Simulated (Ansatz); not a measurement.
# Cobalt, diamond: r²SCAN0 after r²SCAN

Aim: see what exact exchange does to the levels, and what it costs. Spin polarisation is left out. The cell comes from an earlier r²SCAN relaxation. Exact exchange is dear, so the k-mesh is coarse, and r²SCAN is run on the same mesh for comparison.

Program: Ansatz 0.2.0. Level of theory: DFT, plane waves (500 eV) with PBE-made PAW files, scalar-relativistic; functionals as named at each step. These are calculated values, not measurements.

### 1 The system as given

The structure is cubic, space group Fd-3m (No. 227). Conventional cell: a = 4.853 Å, b = 4.853 Å, c = 4.853 Å, α = 90.00°, β = 90.00°, γ = 90.00°. Co (site symmetry -43m) has 4 Co at 2.10 Å as nearest neighbours.

Coordinates:

```xyz
2
Lattice="0.0000 2.4267 2.4267 2.4267 0.0000 2.4267 2.4267 2.4267 0.0000" Properties=species:S:1:pos:R:3 pbc="T T T"
Co    0.6067    0.6067    0.6067
Co    4.2468    4.2468    4.2468
```

### 2 r²SCAN, coarse mesh

The run with r²SCAN.

Contents of input.yaml:

```yaml
crystal:
  lattice:
    - [0.0, 2.4267328976, 2.4267328976]
    - [2.4267328976, 0.0, 2.4267328976]
    - [2.4267328976, 2.4267328976, 0.0]
  atoms:
    - { symbol: Co, position: [0.125, 0.125, 0.125] }
    - { symbol: Co, position: [0.875, 0.875, 0.875] }
hamiltonian:
  xc: r2scan
  pseudopotentials:
    kind: paw
    azcp:
      Co: "pseudopotentials/Co.paw.azcp"
basis:
  ecutwfc: 500
  fft_grid_basis: typed
kpoints:
  mp_grid: { grid: [6, 6, 6], shift: [0, 0, 0] }
magnetization:
  spin_polarized: false
scf:
  occupations: { method: fermi_dirac, width: 0.1 }
```

The run is started by

```
$ ansatz run input.yaml --threads 4 --pin off --max-ram 8192MiB --backend cpu --events-out ev --progress --plain --runs-dir out
```

### 3 r²SCAN0 on the coarse mesh

The run with r²SCAN0.

Changes to input.yaml since step 2:

```diff
@@ -9,3 +9,3 @@
 hamiltonian:
-  xc: r2scan
+  xc: r2scan0
   pseudopotentials:
```

(Steps that only read results are left out.)

Q: Predict the outcome of this session. Wanted: r²SCAN: gap; r²SCAN0: gap.

The runs gave:

| quantity | value |
| --- | --- |
| r²SCAN: gap | none (levels filled in part) |
| r²SCAN0: gap | none (levels filled in part) |
| r²SCAN0: SCF cycles, exchange loops | 66, 10 |
| r²SCAN0: CPU time over that of r²SCAN | 24 |

**Reading.** Both r²SCAN and r²SCAN0 leave levels filled in part. The hybrid took 24 times as much CPU time as r²SCAN on the same settings. r²SCAN0 needed 10 outer loops of the exchange operator. Absolute energies differ from functional to functional, by eV per atom at times, and say nothing by themselves.
